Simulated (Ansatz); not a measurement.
# CHGaP: the cost of one run

Computed with Ansatz 0.2.0, Gaussian basis. Level: cc-pVDZ, all electrons in the functionals, frozen cores in the correlation of double hybrids and RPA.

To be run: wB97M-V, B2PLYP, RPA-PBE, at charge 0, quartet; charge 0, doublet; charge 0, sextet; charge 1, triplet; charge 1, quintet; displaced geometry v1; displaced geometry v2 (not every functional at every point).

38 further runs of the same task are left out: 24 that didn't finish, 14 set aside as unsound or not needed.

## (1) What is computed

The geometry is a PBE0/def2-TZVP stationary point (not a proven minimum). No spin-orbit coupling is included. The filled d shell of Ga may be among the frozen orbitals whatever the setting's name suggests; the logs give the count.

4 atoms, charge 0, spin multiplicity 4.

Atoms are counted from 1 here; the program's logs count them from 0.

Bond lengths: C1–Ga2 1.919 Å, Ga2–P3 2.354 Å, P3–H4 1.429 Å. Angles: C1–Ga2–P3 175.6°, Ga2–P3–H4 88.6°.

No dispersion term is added; wB97M-V holds VV10 nonlocal correlation.

The geometry shown and the zero of energy belong to the point charge 0, quartet. The yardstick, RCCSD(T), and other wave-function levels (R restricted, U unrestricted, valence and pair active spaces) come from earlier runs.

## (2) wB97M-V, charge 0, quartet

File in.yaml:

```yaml
crystal:
  periodic: [false, false, false]
  atoms:
    - {symbol: C, position_ang: [0.000000, -0.027223, 2.377316]}
    - {symbol: Ga, position_ang: [0.000000, 0.025735, 0.458810]}
    - {symbol: P, position_ang: [0.000000, -0.090891, -1.891916]}
    - {symbol: H, position_ang: [0.000000, 1.337284, -1.927775]}
basis:
  gaussian: {orbitals: cc-pVDZ}
magnetization: {spin_polarized: true, initial_magnetization: 3}
hamiltonian: {xc: {name: wB97M-V}}
output: {orbitals: {seedname: orbitals}}
```

Command:

```
$ ansatz run in.yaml --threads 1 --pin off --events-out ev --progress --plain --max-ram 2393MiB
```

What time and memory should one allow on 1 thread of Intel Xeon at 2.50GHz, shared host?

About 38 s, with a peak of 0.3 GiB.
